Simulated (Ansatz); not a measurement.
**C₂H₈FInN₂Si: ionisation energy by level of theory**

How much energy removes an electron from C₂H₈FInN₂Si at fixed geometry? The cation is run at each level and the neutral's energy taken from earlier runs.

Method: unrestricted cation, the program's frozen cores in correlated methods; program: Ansatz 0.2.0, Gaussian basis.

The runs, in order: UKS PBE-D4/def2-TZVPP; UKS r2SCAN-D4/def2-TZVPP; UKS PBE0-D4/def2-TZVPP; UKS B3LYP-D4/def2-TZVPP; UKS wB97X-V/def2-TZVPP; UKS wB97M-V/def2-TZVPP; UKS B2PLYP/def2-TZVPP; UHF-CCSD(T)/def2-TZVPP; UHF-MP2/def2-QZVPP; extrapolation to the limit; then −ε(HOMO) from the neutral's earlier runs with LDA (SPW92), PBE-D4, revPBE-D4, BLYP-D4, r2SCAN-D4, B97M-V, PBE0-D4, B3LYP-D4, r2SCANh-D4, r2SCAN0-D4, HSE06-D4, BHLYP-D4, CAM-B3LYP-D4, LC-ωPBE, ωB97X-V, ωB97M-V.

1 further run of the same task is left out (for a known fault of the program).

### 1 Structure used throughout

All runs share one geometry, relaxed beforehand with PBE0-D4 in a triple-zeta def2 set. In takes the def2 core potential; no spin-orbit term is included.

SMILES `C=[N][In]([NH2])[SiH2]CF`, 15 atoms, charge 0, spin multiplicity 1.

Atoms are counted from 1 here; the program's logs count them from 0.

Bond lengths: C1–N2 1.258 Å, C1–H8 1.107 Å, C1–H9 1.102 Å, N2–In3 2.085 Å, In3–N4 2.002 Å, In3–Si5 2.565 Å, N4–H10 1.008 Å, N4–H11 1.007 Å, Si5–C6 1.905 Å, Si5–H12 1.490 Å, Si5–H13 1.489 Å, C6–F7 1.393 Å, C6–H14 1.094 Å, C6–H15 1.095 Å. Angles: N2–C1–H8 126.2°, N2–C1–H9 120.0°, H8–C1–H9 113.8°, C1–N2–In3 119.4°, N2–In3–N4 109.1°, N2–In3–Si5 125.3°, N4–In3–Si5 125.5°, In3–N4–H10 120.4°, In3–N4–H11 122.9°, H10–N4–H11 111.3°, In3–Si5–C6 108.8°, In3–Si5–H12 112.6°, In3–Si5–H13 111.1°, C6–Si5–H12 107.0°, C6–Si5–H13 109.6°, H12–Si5–H13 107.7°, Si5–C6–F7 110.2°, Si5–C6–H14 111.8° and more.

Geometry (Å):

```csv
atom,x (Å),y (Å),z (Å)
C1,-2.9451,1.1368,-0.0300
N2,-2.6951,-0.0885,0.1044
In3,-0.7272,-0.7025,0.4185
N4,-0.7029,-2.6757,0.7554
Si5,1.3117,0.8505,0.5119
C6,2.3987,0.5274,-1.0191
F7,2.5251,-0.8429,-1.2387
H8,-2.2083,1.9617,0.0032
H9,-3.9811,1.4730,-0.1985
H10,-1.5166,-3.2362,0.5572
H11,0.1383,-3.2271,0.7165
H12,0.9353,2.2923,0.4830
H13,2.1080,0.6143,1.7478
H14,3.4043,0.9416,-0.8974
H15,1.9549,0.9752,-1.9141
```

### 2 Cation, UKS PBE-D4/def2-TZVPP

in.yaml reads:

```yaml
crystal:
  periodic: [false, false, false]
  atoms:
    - {symbol: C, position_ang: [-2.945084, 1.136824, -0.030004]}
    - {symbol: N, position_ang: [-2.695128, -0.088542, 0.104424]}
    - {symbol: In, position_ang: [-0.727194, -0.702518, 0.418514]}
    - {symbol: N, position_ang: [-0.702930, -2.675673, 0.755368]}
    - {symbol: Si, position_ang: [1.311677, 0.850512, 0.511854]}
    - {symbol: C, position_ang: [2.398674, 0.527352, -1.019106]}
    - {symbol: F, position_ang: [2.525094, -0.842877, -1.238733]}
    - {symbol: H, position_ang: [-2.208252, 1.961696, 0.003182]}
    - {symbol: H, position_ang: [-3.981087, 1.472993, -0.198483]}
    - {symbol: H, position_ang: [-1.516551, -3.236181, 0.557231]}
    - {symbol: H, position_ang: [0.138311, -3.227067, 0.716519]}
    - {symbol: H, position_ang: [0.935319, 2.292316, 0.482987]}
    - {symbol: H, position_ang: [2.107956, 0.614316, 1.747757]}
    - {symbol: H, position_ang: [3.404305, 0.941632, -0.897399]}
    - {symbol: H, position_ang: [1.954891, 0.975216, -1.914100]}
basis:
  gaussian: {orbitals: def2-TZVPP}
total_charge: 1
magnetization: {spin_polarized: true, initial_magnetization: 1}
hamiltonian: {xc: pbe, dispersion: d4}
```

Launch:

```
> ansatz run in.yaml --threads 2 --pin off --events-out ev --progress --plain --max-ram 31744MiB --backend cuda --devices 0, --max-vram 18GiB
```

Further steps of the session: Cation, UKS r2SCAN-D4/def2-TZVPP; Cation, UKS PBE0-D4/def2-TZVPP; Cation, UKS B3LYP-D4/def2-TZVPP; Cation, UKS wB97X-V/def2-TZVPP; Cation, UKS wB97M-V/def2-TZVPP; Cation, UKS B2PLYP (frozen core)/def2-TZVPP; Cation, UHF-CCSD(T)/def2-TZVPP; Cation, UHF-MP2/def2-QZVPP.

Before running them: what should the planned runs give, taken together? Wanted: ionisation energy, CCSD(T)/CBS; nearest functional by difference; nearest −ε(HOMO); −ε(HOMO) of PBE; T1 of the cation.

As calculated:

```
                        quantity               value
  ionisation energy, CCSD(T)/CBS             8.17 eV
nearest functional by difference  ωB97M-V (-0.16 eV)
                nearest −ε(HOMO)  ωB97M-V (+0.12 eV)
                 −ε(HOMO) of PBE             4.89 eV
                T1 of the cation               0.025
```

Energy differences with functionals land within 0.46 eV of the reference. −ε(HOMO) of PBE misses by 3.3 eV, since self-interaction lifts the level. Among orbital estimates ωB97M-V comes nearest. Hartree-Fock falls 1.46 eV short, as the neutral has more correlation energy than the cation. Correlated methods include outer-core shells of In, which these sets cover unevenly. With outer-core shells in play the reference is unsure by up to some tenths of an eV, so close misses can't be ranked.
